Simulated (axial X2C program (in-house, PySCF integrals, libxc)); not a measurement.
# All-electron X2C curves of TcP⁺

Aim: find the lowest determinant of TcP⁺, scan the bond at several levels and fit the constants, once spin-free and once with spin–orbit coupling.

Program: an in-house X2C program for linear molecules on PySCF integrals. Level of theory: all-electron X2C, Tc dyall-cv3z, P dyall-v3z. These are calculated values, not measurements.

**1. The job**

Contents of task.json:

```json
{"zs": [43, 15], "q": 1, "bas": ["dyall-cv3z", "dyall-v3z"], "levels": ["PBE0", "HF", "BP86"], "cc": true, "r0": 2.22, "thr": -2.0, "nmax": 90, "npts": 10, "nst": 2, "ntry": 6}
```

Keys: zs atomic numbers; q charge; bas basis sets; levels methods (HF also brings MP2); cc coupled cluster on or off; r0 starting distance in Å; thr threshold in hartree for freezing inner shells (an s shell follows its p shell); nmax most natural virtual spinors; npts points asked for on the curve; nst determinants followed; ntry starts of the search.

Command:

```sh
python so2c.py task.json out
```

Spin-free means the one-electron spin-free X2C Hamiltonian; two-component (2c) means X2C with spin–orbit coupling and atomic mean-field two-electron Coulomb and Gaunt terms. Basis: Tc dyall-cv3z contracted to [12s12p8d5f3g], P dyall-v3z contracted to [8s7p2d1f]; Gaussian nuclei, density fitting. Masses: Tc 98.907 u, P 30.974 u.

Notation: σ, π±, δ± give the projection m of an orbital's angular momentum (0, ±1, ±2), α and β its spin, Λ and M_S the sums; ω is the projection of a spinor's total angular momentum and Ω the sum. Logs are in hartree.

The results follow Hamiltonian by Hamiltonian and level by level.

**2. Which state to follow**

PBE0 moves the distance from 2.220 Å to 2.107 Å and compares determinants there.

Spin-free determinants:

| ΔE (eV) | state | open shells |
| --- | --- | --- |
| 0.00 | M_S = 3/2, Λ = 0 | beyond closed shells: σα, δ+α, δ-α |
| 1.07 | M_S = 1/2, Λ = 2 | beyond closed shells: δ+α, δ+β, δ-α |
| 1.13 | M_S = 1/2, Λ = 0 | beyond closed shells: σβ, δ+α, δ-α |
| 1.31 | M_S = 3/2, Λ = 1 | beyond closed shells: π+α, δ+α, δ-α |
| 1.55 | M_S = 1/2, Λ = 1 | beyond closed shells: π+β, δ+α, δ-α |
| 2.02 | M_S = 5/2, Λ = 2 | beyond closed shells: σα, 2 × π+α, π+β, π-α, δ+α, δ-α |
| 2.02 | M_S = 5/2, Λ = 0 | beyond closed shells: σα, π+α, π+β, 2 × π-α, δ+α, δ-α |

Two-component determinants:

```
ΔE (eV)    state                                        open shells
   0.00  Ω = 3/2   excess of +ω over −ω: ω = 1/2, ω = -3/2, ω = 5/2
   0.97  Ω = 5/2                      excess of +ω over −ω: ω = 5/2
   1.12  Ω = 1/2  excess of +ω over −ω: ω = -1/2, ω = -3/2, ω = 5/2
   1.15  Ω = 3/2                      excess of +ω over −ω: ω = 3/2
   1.59  Ω = 1/2        excess of +ω over −ω: 2 × ω = 3/2, ω = -5/2
   1.69  Ω = 1/2                      excess of +ω over −ω: ω = 1/2
   1.89  Ω = 7/2   excess of +ω over −ω: ω = -1/2, ω = 3/2, ω = 5/2
```

**3. PBE0, spin-free**

State followed: M_S = 3/2, Λ = 0 (beyond closed shells: σα, δ+α, δ-α). The scan is laid around 2.107 Å, a first estimate of the minimum, and this SCF restarts from the orbitals of the search.

Output at 2.107 Å:

```text
spin-free X2C-1e  PBE0
basis functions 196  fitting functions 963  grid points 5079
iter        total energy     max residual
   1      -4626.842809040     7.15e-05
   2      -4626.842809093     6.36e-05
   3      -4626.842809122     3.20e-05
   4      -4626.842809130     9.56e-06
converged
one-electron -6690.28126258  Coulomb 2053.85040465  exact exchange -37.47952756  xc functional -114.92544739  nuclear repulsion 161.99302375
```

Along the bond, energies from the lowest point:

| R (Å) | E (eV) | μ (D) | HOMO (eV) | LUMO (eV) | iterations |
| --- | --- | --- | --- | --- | --- |
| 1.917 | 0.3538 | -0.86 | -12.17 | -8.83 | 38 |
| 1.981 | 0.1260 | -0.96 | -12.22 | -8.87 | 31 |
| 2.044 | 0.0212 | -1.06 | -12.26 | -8.88 | 34 |
| 2.107 | 0.0000 | -1.17 | -12.30 | -8.85 | 4 |
| 2.181 | 0.0452 | -1.28 | -12.33 | -8.78 | 35 |
| 2.255 | 0.1411 | -1.39 | -12.35 | -8.69 | 35 |
| 2.349 | 0.3118 | -1.51 | -12.35 | -8.56 | 36 |

Dipoles are positive if P is the positive end and refer to the centre of mass.

Outer orbitals at the reference distance:

```csv
symmetry,occupied,ε (eV),atomic character
σβ,yes,-22.43,"64% P s, 13% Tc d, 11% Tc p"
σα,yes,-21.23,"60% P s, 18% Tc d, 10% Tc p"
π-α,yes,-15.06,"85% Tc d, 11% P p, 2% P d"
π+α,yes,-15.06,"85% Tc d, 11% P p, 2% P d"
σα,yes,-15.06,"64% Tc d, 22% P p, 9% P s"
δ-α,yes,-14.93,100% Tc d
δ+α,yes,-14.93,100% Tc d
σβ,yes,-13.92,"56% P p, 31% Tc d, 6% P s"
π-β,yes,-13.75,"54% P p, 37% Tc d, 4% Tc f"
π+β,yes,-13.75,"54% P p, 37% Tc d, 4% Tc f"
σα,yes,-12.30,"43% P p, 43% Tc s, 12% Tc d"
π-α,no,-8.85,"61% P p, 19% Tc p, 13% Tc d"
π+α,no,-8.85,"61% P p, 19% Tc p, 13% Tc d"
σβ,no,-8.45,"44% Tc d, 33% Tc s, 19% P p"
δ+β,no,-8.41,99% Tc d
```

PBE0 fields in the half plane through the axis: z from -2.4 to 4.5 Å across, distance from the axis 0.15 to 2.25 Å upwards; Tc lies at z = 0 and P at z = 2.107 Å; the ELF is damped to zero where the density is low.

log10 density (e/bohr³). Ten even steps from ' ' (-4.88 ) to '@' (1.69 ):
```
    ......::::::::::::::::::::::::::......      
  ......::::----------------------::::::......  
  ....::::------==============----------::::..  
....::::----==========================----::....
..::::--====++++++++++++++++++++++++====----::..
..::----==++++********++++++++++++++++====--::..
..::--====++**######****++********++++++==--::::
..::--==++**##%%@@%%##******##@@##**++++==----::
```

ELF. Ten even steps from '0' (0.00 ) to '9' (0.97 ):
```
000000011111100000000000
000001122222222221100000
000011222334544444431000
000011233334666677765200
000011344334787789987510
000012467634786479999730
000014774764760206999851
000025826274617671999861
```

Re = 2.096 Å, ωe = 416 cm⁻¹, ωexe = 1.9 cm⁻¹, Be = 0.1628 cm⁻¹, De = 3.04 eV, μ = -1.15 D. ⟨S²⟩ = 4.36 against 3.75 for a pure state, so this determinant mixes spins.

**4. HF, spin-free**

The SCF at the reference distance of 2.107 Å:

```text
spin-free X2C-1e  HF
basis functions 196  fitting functions 963  grid points 5079
iter        total energy     max residual
   1      -4624.355944409     4.30e-01
   2      -4624.396088512     3.04e-02
   3      -4624.409979117     1.73e-01
   4      -4624.417147925     8.25e-02
   5      -4624.419287334     9.35e-03
   6      -4624.419609296     1.00e-02
   7      -4624.419822443     3.68e-03
   8      -4624.419909640     1.36e-03
   9      -4624.419944590     1.69e-03
  10      -4624.419951650     6.26e-04
  11      -4624.419953725     1.43e-04
  12      -4624.419954429     2.65e-04
  13      -4624.419954632     1.22e-04
  14      -4624.419954666     1.18e-05
  15      -4624.419954671     1.39e-05
  16      -4624.419954671     7.00e-06
  17      -4624.419954671     1.01e-06
converged
one-electron -6688.60792312  Coulomb 2052.34408511  exact exchange -150.14914042  xc functional 0.00000000  nuclear repulsion 161.99302375
```

No constants are quoted: the lowest point is the long end of the scan.

**5. BP86, spin-free**

Output at 2.107 Å:

```text
spin-free X2C-1e  BP86
basis functions 196  fitting functions 963  grid points 5079
iter        total energy     max residual
   1      -4627.872387413     2.07e-01
   2      -4627.878437303     2.32e-02
   3      -4627.878821436     1.22e-01
   4      -4627.881968587     1.46e-02
   5      -4627.882053095     1.44e-02
   6      -4627.882277127     4.40e-04
   7      -4627.882284532     9.44e-04
   8      -4627.882285428     8.07e-05
   9      -4627.882285570     7.48e-05
  10      -4627.882285583     1.38e-05
  11      -4627.882285584     4.98e-06
converged
one-electron -6690.41159618  Coulomb 2053.93360699  exact exchange 0.00000000  xc functional -153.39732015  nuclear repulsion 161.99302375
```

Re = 2.066 Å, ωe = 524 cm⁻¹, ωexe = 2.86 cm⁻¹, Be = 0.1674 cm⁻¹, De = 4.28 eV, μ = -0.51 D.

**6. MP2 and beyond, spin-free**

Correlated methods: 11 electrons correlated (frozen shells, counted by type: Tc 4 s, 3 p, 1 d; P 2 s, 1 p), 253 virtual spinors in MP2, 90 natural virtuals in coupled cluster.

Output of the correlated part at 2.107 Å:

```text
correlated 11  virtual 253  natural virtual 90  E(MP2) -0.246692880  MP2 remainder -0.010837351
iter   CCSD correlation   residual
   1     -0.247284126   1.50e-01
   2     -0.256907702   8.79e-02
   3     -0.264940418   5.95e-02
   4     -0.269463758   3.64e-02
   5     -0.271770373   1.87e-02
   6     -0.272283506   8.32e-03
   7     -0.272430156   3.23e-03
   8     -0.272436976   1.32e-03
   9     -0.272417264   5.57e-04
  10     -0.272431656   2.29e-04
  11     -0.272427018   9.52e-05
  12     -0.272429512   4.04e-05
  13     -0.272428514   2.04e-05
  14     -0.272428188   8.25e-06
  15     -0.272427962   3.92e-06
  16     -0.272427863   1.62e-06
  17     -0.272427863   7.02e-07
(T) -0.016084989  T1 0.0998  D1 0.1658  max T2 0.075
```

T1 in the output is the amplitude norm over the root of the electron number; divide by √2 for the Lee–Taylor value.

MP2: No constants are quoted: the reference is strongly spin-contaminated.

CCSD: Re = 2.128 Å, ωe = 377 cm⁻¹, ωexe = 1.98 cm⁻¹, Be = 0.1578 cm⁻¹, De = 2.12 eV. T1 at Re = 0.069 (Lee–Taylor, the printed value over √2).

CCSD(T): Re = 2.099 Å, ωe = 416 cm⁻¹, ωexe = 2.46 cm⁻¹, Be = 0.1622 cm⁻¹, De = 2.41 eV. T1 at Re = 0.071 (Lee–Taylor, the printed value over √2).

**7. A higher determinant, spin-free**

State: M_S = 1/2, Λ = 2 (beyond closed shells: δ+α, δ+β, δ-α).

Output at the reference distance:

```text
spin-free X2C-1e  PBE0
basis functions 196  fitting functions 963  grid points 5079
iter        total energy     max residual
   1      -4626.803608819     3.27e-05
   2      -4626.803608838     3.07e-05
   3      -4626.803608842     1.82e-05
converged
one-electron -6692.53750373  Coulomb 2056.14616866  exact exchange -37.47159688  xc functional -114.93370064  nuclear repulsion 161.99302375
```

```csv
R (Å),E above the lowest PBE0 point (eV)
1.917,1.113
1.981,0.986
2.044,0.987
2.107,1.067
2.181,1.212
2.255,1.386
2.349,1.623
```

Re = 2.010 Å, ωe = 538 cm⁻¹, ωexe = 5.08 cm⁻¹, Be = 0.1769 cm⁻¹, μ = -1.19 D. ⟨S²⟩ = 0.98 against 0.75 for a pure state, so this determinant mixes spins. Te = 0.98 eV.

**8. The spin-free curves together**

Energy (eV) of the followed determinant, spin-free, from each level's lowest point:

```
R (Å)   PBE0     HF  MP2 (spin-contaminated)   CCSD  CCSD(T)   BP86
1.917  0.354  2.001                    0.332  0.429    0.370  0.338
1.981  0.126  1.445                    0.165  0.180    0.136  0.096
2.044  0.021  1.007                    0.064  0.049    0.025  0.000
2.107  0.000  0.669                    0.011  0.000    0.000  0.012
2.181  0.045  0.377                    0.000  0.013    0.042  0.120
2.255  0.141  0.171                    0.034  0.076    0.134  0.292
2.349  0.312  0.000                    0.130  0.202    0.295  0.561
```

**9. PBE0, 2c**

State followed: Ω = 3/2 (excess of +ω over −ω: ω = 1/2, ω = -3/2, ω = 5/2). The scan is laid around 2.107 Å, a first estimate of the minimum, and this SCF restarts from the orbitals of the search.

The SCF at the reference distance of 2.107 Å:

```text
two-component X2C + atomic mean field  PBE0
basis functions 196  fitting functions 963  grid points 5079
iter        total energy     max residual
   1      -4625.075965376     2.06e-05
   2      -4625.075965378     1.24e-05
converged
one-electron -6685.51406492  Coulomb 2052.88407683  exact exchange -37.46007692  xc functional -114.86741501  nuclear repulsion 161.99302375  atomic mean-field constant -2.11150911
```

Along the bond, energies from the lowest point:

| R (Å) | E (eV) | μ (D) | HOMO (eV) | LUMO (eV) | iterations |
| --- | --- | --- | --- | --- | --- |
| 1.917 | 0.3554 | -0.86 | -12.17 | -8.88 | 42 |
| 1.981 | 0.1271 | -0.96 | -12.22 | -8.92 | 39 |
| 2.044 | 0.0218 | -1.06 | -12.26 | -8.92 | 39 |
| 2.107 | 0.0000 | -1.16 | -12.29 | -8.89 | 2 |
| 2.181 | 0.0446 | -1.28 | -12.33 | -8.81 | 42 |
| 2.255 | 0.1400 | -1.39 | -12.34 | -8.72 | 41 |
| 2.349 | 0.3101 | -1.51 | -12.35 | -8.59 | 42 |

Dipoles are positive if P is the positive end and refer to the centre of mass.

Outer spinors at the reference distance:

```
   ω  occupied  ε (eV)             atomic character    λ mixture
-1/2       yes  -22.43  64% P s, 13% Tc d, 11% Tc p       100% σ
 1/2       yes  -21.23  60% P s, 18% Tc d, 10% Tc p       100% σ
-1/2       yes  -15.12    85% Tc d, 11% P p, 2% P d       100% π
 1/2       yes  -15.07    64% Tc d, 22% P p, 9% P s       100% σ
-3/2       yes  -15.04                    100% Tc d       100% δ
 3/2       yes  -15.02    85% Tc d, 11% P p, 2% P d       100% π
 5/2       yes  -14.81                    100% Tc d       100% δ
-1/2       yes  -13.92    56% P p, 32% Tc d, 6% P s       100% σ
 1/2       yes  -13.78   53% P p, 37% Tc d, 4% Tc p       100% π
-3/2       yes  -13.72   54% P p, 37% Tc d, 4% Tc f       100% π
 1/2       yes  -12.29  43% P p, 43% Tc s, 12% Tc d       100% σ
-1/2        no   -8.89  61% P p, 20% Tc p, 13% Tc d  99% π, 1% σ
 3/2        no   -8.82  59% P p, 18% Tc p, 16% Tc d  97% π, 3% δ
 3/2        no   -8.50                     96% Tc d  96% δ, 4% π
-1/2        no   -8.45  44% Tc d, 33% Tc s, 19% P p  99% σ, 1% π
```

PBE0 fields in the half plane through the axis: z from -2.4 to 4.5 Å across, distance from the axis 0.15 to 2.25 Å upwards; Tc lies at z = 0 and P at z = 2.107 Å; the ELF is damped to zero where the density is low.

log10 density (e/bohr³). Ten even steps from '0' (-4.88 ) to '9' (1.69 ):
```
001112222222222222111000
011122333333333332221110
011223334444444333332210
112233444444444444433211
122344555555555555443321
123345566665555555544321
123445677766566665554322
123456789876667976554332
```

ELF. Ten even steps from '0' (0.00 ) to '9' (0.97 ):
```
000000011111100000000000
000001122222222221100000
000011222334544444431000
000011233334666677765200
000011344334787789987510
000012467634786479999730
000014774764760206999851
000025826274617671999861
```

Re = 2.096 Å, ωe = 416 cm⁻¹, ωexe = 1.89 cm⁻¹, Be = 0.1627 cm⁻¹, De = 3.04 eV, μ = -1.14 D.

**10. HF, 2c**

Output at 2.107 Å:

```text
two-component X2C + atomic mean field  HF
basis functions 196  fitting functions 963  grid points 5079
iter        total energy     max residual
   1      -4622.588781134     4.31e-01
   2      -4622.628896266     3.05e-02
   3      -4622.642749419     1.73e-01
   4      -4622.649899607     8.24e-02
   5      -4622.652038199     9.35e-03
   6      -4622.652362201     1.01e-02
   7      -4622.652576760     3.73e-03
   8      -4622.652665010     1.36e-03
   9      -4622.652700511     1.70e-03
  10      -4622.652707788     6.39e-04
  11      -4622.652709972     1.44e-04
  12      -4622.652710734     2.77e-04
  13      -4622.652710964     1.30e-04
  14      -4622.652711009     1.99e-05
  15      -4622.652711020     2.54e-05
  16      -4622.652711027     2.18e-05
  17      -4622.652711031     5.97e-06
  18      -4622.652711034     6.93e-06
  19      -4622.652711035     6.63e-06
  20      -4622.652711035     1.78e-06
converged
one-electron -6683.83771587  Coulomb 2051.37438698  exact exchange -150.07089679  xc functional 0.00000000  nuclear repulsion 161.99302375  atomic mean-field constant -2.11150911
```

No constants are quoted: the lowest point is the long end of the scan.

**11. BP86, 2c**

The SCF at the reference distance of 2.107 Å:

```text
two-component X2C + atomic mean field  BP86
basis functions 196  fitting functions 963  grid points 5079
iter        total energy     max residual
   1      -4626.105196289     2.07e-01
   2      -4626.111243113     2.31e-02
   3      -4626.111621014     1.22e-01
   4      -4626.114761350     1.46e-02
   5      -4626.114845601     1.44e-02
   6      -4626.115069432     4.37e-04
   7      -4626.115076820     9.40e-04
   8      -4626.115077712     8.07e-05
   9      -4626.115077857     7.44e-05
  10      -4626.115077869     1.38e-05
  11      -4626.115077870     4.68e-06
converged
one-electron -6685.64317325  Coulomb 2052.96618465  exact exchange 0.00000000  xc functional -153.31960392  nuclear repulsion 161.99302375  atomic mean-field constant -2.11150911
```

Re = 2.067 Å, ωe = 523 cm⁻¹, ωexe = 2.86 cm⁻¹, Be = 0.1673 cm⁻¹, De = 4.28 eV, μ = -0.50 D.

**12. MP2 and beyond, 2c**

Correlated methods: 11 electrons correlated (frozen shells, counted by type: Tc 4 s, 3 p, 1 d; P 2 s, 1 p), 253 virtual spinors in MP2, 90 natural virtuals in coupled cluster.

Output of the correlated part at 2.107 Å:

```text
correlated 11  virtual 253  natural virtual 90  E(MP2) -0.246752098  MP2 remainder -0.010861469
iter   CCSD correlation   residual
   1     -0.247313111   1.50e-01
   2     -0.256934467   8.79e-02
   3     -0.264957058   5.94e-02
   4     -0.269470288   3.63e-02
   5     -0.271770491   1.87e-02
   6     -0.272281639   8.30e-03
   7     -0.272427786   3.22e-03
   8     -0.272434710   1.32e-03
   9     -0.272414991   5.58e-04
  10     -0.272429360   2.31e-04
  11     -0.272424687   9.81e-05
  12     -0.272427242   4.38e-05
  13     -0.272426193   2.36e-05
  14     -0.272425858   1.16e-05
  15     -0.272425618   6.70e-06
  16     -0.272425507   3.57e-06
  17     -0.272425547   1.93e-06
  18     -0.272425565   1.02e-06
(T) -0.016074464  T1 0.0997  D1 0.1669  max T2 0.076
```

MP2: No constants are quoted: the reference is strongly spin-contaminated.

CCSD: No constants are quoted: the points don't follow one smooth fit.

CCSD(T): No constants are quoted: the points don't follow one smooth fit.

**13. A higher determinant, 2c**

State: Ω = 5/2 (excess of +ω over −ω: ω = 5/2).

Output at the reference distance:

```text
two-component X2C + atomic mean field  PBE0
basis functions 196  fitting functions 963  grid points 5079
iter        total energy     max residual
   1      -4625.040469762     7.68e-05
   2      -4625.040469944     6.94e-05
   3      -4625.040469996     1.38e-04
   4      -4625.040469999     9.07e-05
   5      -4625.040470128     1.44e-05
   6      -4625.040470135     1.05e-05
converged
one-electron -6687.80330627  Coulomb 2055.20978674  exact exchange -37.45211995  xc functional -114.87634530  nuclear repulsion 161.99302375  atomic mean-field constant -2.11150911
```

```
R (Å)  E above the lowest PBE0 point (eV)
1.917                               1.013
1.981                               0.886
2.044                               0.886
2.107                               0.966
2.181                               1.111
2.255                               1.285
2.349                               1.523
```

Re = 2.010 Å, ωe = 539 cm⁻¹, ωexe = 5.15 cm⁻¹, Be = 0.1769 cm⁻¹, μ = -1.20 D. Te = 0.87 eV.

**14. The 2c curves together**

Energy (eV) of the followed determinant, 2c, from each level's lowest point:

```
R (Å)   PBE0     HF  MP2 (spin-contaminated)   CCSD  CCSD(T)   BP86
1.917  0.355  2.002                    0.333  0.402    0.332  0.340
1.981  0.127  1.446                    0.166  0.153    0.100  0.096
2.044  0.022  1.008                    0.065  0.049    0.026  0.000
2.107  0.000  0.669                    0.012  0.000    0.000  0.011
2.181  0.045  0.377                    0.000  0.012    0.041  0.118
2.255  0.140  0.171                    0.034  0.075    0.133  0.289
2.349  0.310  0.000                    0.130  0.205    0.298  0.557
```

The whole job took 3.4 min on 1 thread of Arm Neoverse V2, shared host; peak memory 0.71 GiB.

**15. What came out**

Lowest determinant that the search found at its distance, spin-free: M_S = 3/2, Λ = 0 (beyond closed shells: σα, δ+α, δ-α).

Lowest determinant that the search found at its distance, 2c: Ω = 3/2 (excess of +ω over −ω: ω = 1/2, ω = -3/2, ω = 5/2).

```
Hamiltonian    level  Re (Å)  ωe (cm⁻¹)  De (eV)  μ (D)
  spin-free     PBE0   2.096        416     3.04  -1.15
  spin-free     CCSD   2.128        377     2.12    n/a
  spin-free  CCSD(T)   2.099        416     2.41    n/a
  spin-free     BP86   2.066        524     4.28  -0.51
         2c     PBE0   2.096        416     3.04  -1.14
         2c     BP86   2.067        523     4.28  -0.50
```

Dipoles are positive if P is the positive end and refer to the centre of mass. No constants: spin-free HF (the lowest point is the long end of the scan); spin-free MP2 (the reference is strongly spin-contaminated); 2c HF (the lowest point is the long end of the scan); 2c MP2 (the reference is strongly spin-contaminated); 2c CCSD (the points don't follow one smooth fit); 2c CCSD(T) (the points don't follow one smooth fit). Spin-free ⟨S²⟩ is off its pure value at PBE0 4.36.

Time per point (s) on 1 thread of Arm Neoverse V2, shared host (2c runs); the times are rough: PBE0 1.9, BP86 0.89.

In words: At PBE0, going from spin-free to two-component changes Re by +1 mÅ, ωe by -0.1 %, which is small (part of it comes from the scalar share of the two-electron terms). It costs about 1.6 times the time. De moves by 0.00 eV; both De rest on single-determinant atoms, which can miss part of an open shell's spin–orbit lowering.

De refers to Tc+ + P, each in the lowest determinant found, which need not be this curve's own limit. Each curve is one determinant whose occupation by symmetry is held fixed; it was picked as the lowest of a PBE0 search that is not exhaustive. De is counted from the lowest determinant-based energies of the atoms at the same level, without counterpoise correction. Density functionals use the spin component along the axis (collinear). Coupled cluster ran in a truncated set of natural virtual spinors; the MP2 energy of the rest was added. With several unpaired electrons one determinant need not be a pure state. The spin-free determinant is spin-contaminated at some levels. T1 at Re is 0.071 (Lee–Taylor), above the customary mark of 0.02.
